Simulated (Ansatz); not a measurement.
**GeH₄OSi: how energies converge with the basis set**

How large a basis does GeH₄OSi need? Two functionals are run in growing sets.

Program: Ansatz 0.2.0, Gaussian basis. Level of theory: one geometry, several basis sets. These are calculated values, not measurements.

The runs, in order: PBE0-D4/def2-SVP; ωB97M-V/def2-SVP; PBE0-D4/def2-QZVPP; ωB97M-V/def2-QZVPP; the functionals' def2-TZVPP values are taken from earlier runs.

## Step 1: The relaxed structure

An earlier PBE0-D4 in a triple-zeta def2 set relaxation fixed the geometry.

SMILES `[SiH3][O][GeH]`, 7 atoms, charge 0, spin multiplicity 1.

Atoms are counted from 1 here; the program's logs count them from 0.

Bond lengths: Si1–O2 1.643 Å, Si1–H4 1.490 Å, Si1–H5 1.485 Å, Si1–H6 1.485 Å, O2–Ge3 1.789 Å, Ge3–H7 1.605 Å. Angles: O2–Si1–H4 110.8°, O2–Si1–H5 109.3°, O2–Si1–H6 109.3°, H4–Si1–H5 109.1°, H4–Si1–H6 109.1°, H5–Si1–H6 109.4°, Si1–O2–Ge3 134.1°, O2–Ge3–H7 93.5°.

## Step 2: PBE0-D4 in def2-SVP

Contents of in.yaml:

```yaml
crystal:
  periodic: [false, false, false]
  atoms:
    - {symbol: Si, position_ang: [-0.741704, 0.650875, -0.296536]}
    - {symbol: O, position_ang: [0.533508, -0.139296, 0.373686]}
    - {symbol: Ge, position_ang: [1.261421, -1.756233, 0.134182]}
    - {symbol: H, position_ang: [-1.409207, -0.197596, -1.323817]}
    - {symbol: H, position_ang: [-0.260935, 1.901325, -0.937515]}
    - {symbol: H, position_ang: [-1.722524, 0.988061, 0.766450]}
    - {symbol: H, position_ang: [2.400841, -1.515135, 1.237950]}
basis:
  gaussian: {orbitals: def2-SVP}
hamiltonian: {xc: pbe0, dispersion: d4}
output: {orbitals: {seedname: orbitals}}
```

The runs that follow: ωB97M-V in def2-SVP; PBE0-D4 in def2-QZVPP; ωB97M-V in def2-QZVPP.

Before running them: what should the planned runs give, taken together? Wanted: PBE0-D4: double and triple zeta above quadruple; ωB97M-V: double and triple zeta above quadruple.

The runs gave:

| quantity | value |
| --- | --- |
| PBE0-D4: double and triple zeta above quadruple | 14.25, 1.64 eV |
| ωB97M-V: double and triple zeta above quadruple | 14.25, 1.57 eV |

In words: For PBE0-D4 the step from double to triple zeta gains 12.61 eV and the next only 1.64 eV. Total energies overstate the basis error of differences, where much of it tends to cancel.
